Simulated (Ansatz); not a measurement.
# PBE/def2-TZVP (core potential) run of SnH3F (SMILES [F][SnH3])

Aim: the electronic atomisation energy of SnH3F at PBE/def2-TZVP (core potential), from 4 runs. 

The results are computed with Ansatz 0.2.0.

28 further runs of the same task are left out: 28 set aside as unsound or not needed. Runs told in other sessions of the task aren't counted.

## (1) The structure to begin with

SnH3F has 5 atoms, charge 0, and is taken as a singlet. SMILES: `[F][SnH3]`. The shape is that of a PBE0-D4/def2-TZVP optimisation.

Bond lengths: F1–Sn2 1.926 Å, Sn2–H3 1.701 Å, Sn2–H4 1.701 Å, Sn2–H5 1.701 Å. Angles: F1–Sn2–H3 104.7°, F1–Sn2–H4 104.7°, F1–Sn2–H5 104.7°, H3–Sn2–H4 113.8°, H3–Sn2–H5 113.8°, H4–Sn2–H5 113.8°.

## (2) A single-point energy at PBE/def2-TZVP (core potential)

run.yaml reads:

```yaml
crystal:
  periodic: [false, false, false]
  atoms:
    - symbol: F
      position_ang: [-1.285000, 0.718300, 1.005000]
    - symbol: Sn
      position_ang: [0.100400, -0.065900, -0.079000]
    - symbol: H
      position_ang: [-0.528400, -0.054800, -1.659100]
    - symbol: H
      position_ang: [0.318900, -1.626500, 0.560600]
    - symbol: H
      position_ang: [1.444100, 0.955200, 0.131000]
basis:
  gaussian:
    orbitals: def2-TZVP
hamiltonian:
  xc: pbe
accuracy: high
output: {orbitals: {seedname: orbitals}}
```

On the command line:

```bash
$ ansatz run run.yaml --threads 1 --pin off --max-ram 2610MiB --events-out events.jsonl --progress --plain --runs-dir runs
```

What it wrote:

```text
Warning: RAYON_NUM_THREADS=1 ignored (pool sized by the plan → 1); use --threads N
Functional definition: PBE
  name "PBE"
  parameter kappa = 0.804
  parameter beta = 0.06672455060314922
  exchange = pbe_x(kappa = kappa, mu = beta*pi^2/3)
  correlation = pbe_c(beta = beta)
1858 factors; integrals over basis functions are off by at most 4.0e-9 eV
mean field evaluation 1: about -8592.8411 eV, gradient 4.3e1 eV
mean field evaluation 2: about -8569.6703 eV, gradient 1.3e2 eV
mean field evaluation 4: about -8595.7208 eV, gradient 4.9e0 eV
mean field evaluation 8: about -8595.7600 eV, gradient 7.1e-2 eV
mean field evaluation 16: about -8595.7600 eV, gradient 1.1e-6 eV
mean field -8595.76000292 eV, -315.8883536921 hartree, gradient 2.2e-8 eV, S^2 0.000000; 0 other end points of the search recorded, 0 dependent functions left out
reference -8595.76000736 eV, -315.8883538551 hartree; 17, 17 occupied and 82, 82 virtual orbitals, 1858 factors
Total energy: -8595.76000736 eV, -315.8883538551 hartree
```

Wall time 2.4 s (1 thread of AMD EPYC 9R45 (Zen 5), shared host); peak memory 0.24 GiB.

## (3) The F atom at the same level

molecule.yaml reads:

```yaml
crystal:
  periodic: [false, false, false]
  atoms:
    - symbol: F
      position_ang: [0.000000, 0.000000, 0.000000]
basis:
  gaussian:
    orbitals: def2-TZVP
magnetization:
  spin_polarized: true
  initial_magnetization: 1
hamiltonian:
  xc: pbe
accuracy: high
```

On the command line:

```bash
$ ansatz run molecule.yaml --threads 1 --pin off --max-ram 2610MiB --events-out events.jsonl --progress --plain --runs-dir runs
```

What it wrote:

```text
Warning: RAYON_NUM_THREADS=1 ignored (pool sized by the plan → 1); use --threads N
[... 6 set-up lines as earlier in the session ...]
309 factors; integrals over basis functions are off by at most 2.5e-9 eV
mean field evaluation 1: about -2712.0003 eV, gradient 8.0e0 eV
mean field evaluation 2: about -2712.0443 eV, gradient 6.0e0 eV
mean field evaluation 4: about -2712.1350 eV, gradient 2.5e-2 eV
mean field evaluation 8: about -2712.1350 eV, gradient 2.6e-4 eV
mean field evaluation 16: about -2711.8799 eV, gradient 1.1e1 eV
mean field evaluation 32: about -2712.1350 eV, gradient 2.0e-6 eV
mean field -2712.13499522 eV, -99.6691227232 hartree, gradient 3.3e-8 eV, S^2 0.751267; 5 other end points of the search recorded, 0 dependent functions left out
reference -2712.13499603 eV, -99.6691227530 hartree; 5, 4 occupied and 26, 27 virtual orbitals, 309 factors
Total energy: -2712.13499603 eV, -99.6691227530 hartree
```

It took 0.56 s on 1 thread of AMD EPYC 9R45 (Zen 5), shared host.

## (4) The H atom at the same level

Edit molecule.yaml of step 3 so:

```diff
@@ -3,4 +3,3 @@
   atoms:
-    - symbol: F
-      position_ang: [0.000000, 0.000000, 0.000000]
+    - {symbol: H, position_ang: [0.000000, 0.000000, 0.000000]}
 basis:
```

Run the same way, it converges to -0.49962 Eh (log not shown).

## (5) The Sn atom, same level

job.yaml reads:

```yaml
crystal:
  periodic: [false, false, false]
  atoms:
    - symbol: Sn
      position_ang: [0.000000, 0.000000, 0.000000]
basis:
  gaussian:
    orbitals: def2-TZVP
magnetization:
  spin_polarized: true
  initial_magnetization: 2
hamiltonian:
  xc: {name: PBE}
accuracy: high
```

Run the same way, it converges to -214.24935 Eh (log not shown).

## (6) What came out

Level: PBE/def2-TZVP (core potential).

| quantity | value |
| --- | --- |
| molecule: total energy | -315.88835 Eh |
| molecule: HOMO energy | -7.88 eV |
| molecule: LUMO energy | -1.60 eV |
| molecule: HOMO–LUMO gap | 6.28 eV |
| F atom: total energy | -99.66912 Eh |
| F atom: ⟨S²⟩ | 0.751 |
| H atom: total energy | -0.49962 Eh |
| H atom: ⟨S²⟩ | 0.750 |
| Sn atom: total energy | -214.24935 Eh |
| Sn atom: ⟨S²⟩ | 2.002 |
| electronic atomisation energy | 12.818 eV |

**Reading.** Taking the molecule apart into free atoms costs 12.82 eV (296 kcal/mol), before zero-point energy and without spin-orbit coupling.
